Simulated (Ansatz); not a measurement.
**C₄H₇F₃: a ladder of functionals and wavefunction methods**

The task here is to estimate one member of a computed series from the others.

The runs use Ansatz 0.2.0, Gaussian basis; functionals in def2-TZVPP, the program's frozen cores in correlated methods.

The runs, in order: LDA (SPW92), PBE-D4, revPBE-D4, BLYP-D4, r2SCAN-D4, B97M-V, PBE0-D4, B3LYP-D4, r2SCANh-D4, r2SCAN0-D4, HSE06-D4, BHLYP-D4, CAM-B3LYP-D4, LC-ωPBE, ωB97X-V, ωB97M-V, B2PLYP, PBE-QIDH; CCSD(T)/def2-SVP; MP2/def2-TZVPP; MP2/def2-QZVPP; RPA on PBE.

### The relaxed structure

An earlier PBE0-D4 in a triple-zeta def2 set relaxation fixed the geometry.

SMILES `CC(C)(F)C(F)F`, 14 atoms, charge 0, spin multiplicity 1.

Atoms are counted from 1 here; the program's logs count them from 0.

Bond lengths: C1–C2 1.510 Å, C1–H8 1.091 Å, C1–H9 1.090 Å, C1–H10 1.091 Å, C2–C3 1.511 Å, C2–F4 1.395 Å, C2–C5 1.526 Å, C3–H11 1.092 Å, C3–H12 1.091 Å, C3–H13 1.090 Å, C5–F6 1.351 Å, C5–F7 1.358 Å, C5–H14 1.095 Å. Angles: C2–C1–H8 109.5°, C2–C1–H9 110.5°, C2–C1–H10 110.3°, H8–C1–H9 109.0°, H8–C1–H10 108.7°, H9–C1–H10 108.8°, C1–C2–C3 113.4°, C1–C2–F4 108.4°, C1–C2–C5 111.9°, C3–C2–F4 107.8°, C3–C2–C5 110.3°, F4–C2–C5 104.5°, C2–C3–H11 110.8°, C2–C3–H12 109.3°, C2–C3–H13 110.7°, H11–C3–H12 108.4°, H11–C3–H13 108.8°, H12–C3–H13 108.8° and more.

Geometry (Å):

| atom | x (Å) | y (Å) | z (Å) |
| --- | --- | --- | --- |
| C1 | -0.2497 | 0.5951 | 1.3076 |
| C2 | -0.2948 | -0.2173 | 0.0361 |
| C3 | 0.8518 | -1.1929 | -0.0942 |
| F4 | -1.4819 | -0.9503 | 0.0235 |
| C5 | -0.3794 | 0.6682 | -1.2038 |
| F6 | -1.3825 | 1.5659 | -1.0899 |
| F7 | 0.7763 | 1.3657 | -1.3487 |
| H8 | -0.2138 | -0.0762 | 2.1665 |
| H9 | -1.1337 | 1.2271 | 1.3873 |
| H10 | 0.6383 | 1.2290 | 1.3205 |
| H11 | 0.7663 | -1.7694 | -1.0178 |
| H12 | 0.8329 | -1.8856 | 0.7481 |
| H13 | 1.8065 | -0.6664 | -0.0959 |
| H14 | -0.5494 | 0.0781 | -2.1104 |

Set-up of the first run:

in.yaml reads:

```yaml
crystal:
  periodic: [false, false, false]
  atoms:
    - {symbol: C, position_ang: [-0.249667, 0.595128, 1.307579]}
    - {symbol: C, position_ang: [-0.294794, -0.217276, 0.036104]}
    - {symbol: C, position_ang: [0.851759, -1.192890, -0.094238]}
    - {symbol: F, position_ang: [-1.481854, -0.950330, 0.023476]}
    - {symbol: C, position_ang: [-0.379377, 0.668173, -1.203833]}
    - {symbol: F, position_ang: [-1.382477, 1.565874, -1.089907]}
    - {symbol: F, position_ang: [0.776268, 1.365727, -1.348685]}
    - {symbol: H, position_ang: [-0.213791, -0.076193, 2.166540]}
    - {symbol: H, position_ang: [-1.133673, 1.227060, 1.387347]}
    - {symbol: H, position_ang: [0.638282, 1.228955, 1.320536]}
    - {symbol: H, position_ang: [0.766316, -1.769385, -1.017756]}
    - {symbol: H, position_ang: [0.832853, -1.885625, 0.748084]}
    - {symbol: H, position_ang: [1.806545, -0.666412, -0.095948]}
    - {symbol: H, position_ang: [-0.549392, 0.078095, -2.110397]}
basis:
  gaussian: {orbitals: def2-TZVPP}
hamiltonian: {xc: lda}
output: {orbitals: {seedname: orbitals}}
```

The run is started by

```console
$ ansatz run in.yaml --threads 4 --pin off --events-out ev --progress --plain --max-ram 11315MiB
```

Among the steps run: LDA; PBE-D4 (GGA); revPBE-D4 (GGA); BLYP-D4 (GGA); r2SCAN-D4 (meta-GGA); B97M-V (meta-GGA); B3LYP-D4 (hybrid); r2SCANh-D4 (hybrid); r2SCAN0-D4 (hybrid); HSE06-D4 (hybrid); BHLYP-D4 (hybrid); CAM-B3LYP-D4 (range-separated); LC-ωPBE (range-separated); ωB97X-V (range-separated); ωB97M-V (range-separated); B2PLYP (double hybrid); PBE-QIDH (double hybrid).

One table of the session follows, with a row left open; its other results are not shown here.

It belongs to the step «Frontier levels by functional». 

```
  functional  HOMO (eV)  LUMO (eV)  gap (eV)
 LDA (SPW92)      -7.74       0.26      8.00
      PBE-D4      -7.57       0.44      8.01
   revPBE-D4      -7.49       0.53      8.02
     BLYP-D4      -7.55       0.42      7.97
   r2SCAN-D4      -7.93       1.09      9.02
      B97M-V      -8.12       0.58      8.70
     PBE0-D4      -9.25       1.25     10.50
    B3LYP-D4      -9.06       0.89      9.95
  r2SCANh-D4      -8.55       1.43      9.98
  r2SCAN0-D4          ?          ?         ?
    HSE06-D4      -8.84       0.88      9.72
    BHLYP-D4     -10.91       1.80     12.71
CAM-B3LYP-D4     -10.79       1.97     12.76
     LC-ωPBE     -12.04       3.31     15.35
     ωB97X-V     -11.73       3.09     14.82
     ωB97M-V     -11.64       2.65     14.29
```

**Question.** Estimate the row for r2SCAN0-D4.

Worked estimate for «HOMO (eV)». Against the share of exact exchange, r2SCAN-D4 (0, -7.93), r2SCANh-D4 (0.1, -8.55) give a slope of -6.20 per unit share; at 0.25 the line stands at -9.48.

As computed: HOMO (eV): -9.49; LUMO (eV): 1.79; gap (eV): 11.27. In «HOMO (eV)» the line misses by +0.01.
